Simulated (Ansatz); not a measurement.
# CHAlGa (quartet): wave-function methods side by side at a displaced geometry (v2), cc-pVDZ

The task here is to estimate one member of a computed series from the others.

Program: Ansatz 0.2.0, Gaussian basis. Level of theory: cc-pVDZ, core rule «outside noble gas», up to 20 orbitals frozen. These are calculated values, not measurements.

To be run: UHF; CCSD(T) on ROHF; CCSD(T) on UHF; BCCD(T) on ROHF; CISD as a restricted active space (open shells left free, so some higher excitations enter); CCSDT(Q) on ROHF; CCSDT(Q) on UHF.

37 further runs of the same task are left out: 2 for a known fault of the program, 23 that didn't finish, 12 set aside as unsound or not needed. Runs told in other sessions of the task aren't counted.

## The geometry

The geometry is a PBE0/def2-TZVP stationary point (not a proven minimum) with its atoms shifted at random (size 0.100 Å). No spin-orbit coupling is included. The filled d shell of Ga may be among the frozen orbitals whatever the setting's name suggests.

4 atoms, charge 0, spin multiplicity 4.

Atoms are counted from 1 here; the program's logs count them from 0.

Bond lengths: C1–Al2 1.936 Å, Al2–Ga3 2.658 Å, Al2–H4 1.801 Å, Ga3–H4 1.870 Å. Angles: C1–Al2–Ga3 152.6°, C1–Al2–H4 108.2°, Ga3–Al2–H4 44.7°, Al2–Ga3–H4 42.6°, Al2–H4–Ga3 92.7°.

The first run:

Contents of in.yaml:

```yaml
crystal:
  periodic: [false, false, false]
  atoms:
    - {symbol: C, position_ang: [0.096671, 0.367069, 3.302912]}
    - {symbol: Al, position_ang: [-0.068203, -0.285181, 1.487661]}
    - {symbol: Ga, position_ang: [0.008417, 0.030965, -1.150011]}
    - {symbol: H, position_ang: [0.091526, 1.118038, 0.369623]}
basis:
  gaussian: {orbitals: cc-pVDZ}
magnetization: {spin_polarized: true, initial_magnetization: 3}
hamiltonian: {xc: hf}
output: {orbitals: {seedname: orbitals}}
```

Started as:

```bash
> ansatz run in.yaml --threads 1 --pin off --events-out ev --progress --plain --max-ram 2393MiB
```

Steps of the session up to this table: UHF; CCSD(T) on ROHF; CCSD(T) on UHF; BCCD(T) on ROHF; CISD as a restricted active space (open shells left free, so some higher excitations enter); CCSDT(Q) on ROHF; CCSDT(Q) on UHF.

One of the session's tables, all rows but one given; the rest of the session is left out.

```
   method  from RCCSDT(Q) (kJ/mol)
     ROHF                   +596.6
      UHF                        ?
     RMP2                   +157.1
     UMP2                   +162.8
     CISD                    +87.7
    RCCSD                    +30.2
    UCCSD                    +29.9
 RCCSD(T)                     +8.5
 UCCSD(T)                     +8.5
  BCCD(T)                     +7.8
   RCCSDT                     +1.9
   UCCSDT                     +1.7
RCCSDT(Q)                        0
UCCSDT(Q)                     -0.2
```

Q: Estimate the row for UHF from the others.

The run gave: from RCCSDT(Q) (kJ/mol): +585.1. In the column «from RCCSDT(Q) (kJ/mol)» it lies between UMP2 (+162.8) and ROHF (+596.6).

To keep in mind: Warnings: spin contamination; large T1 diagnostic. Restricted and unrestricted rows rest on different reference determinants; a gap between their highest levels can come from leftover correlation error, from unlike frozen cores or from another state.
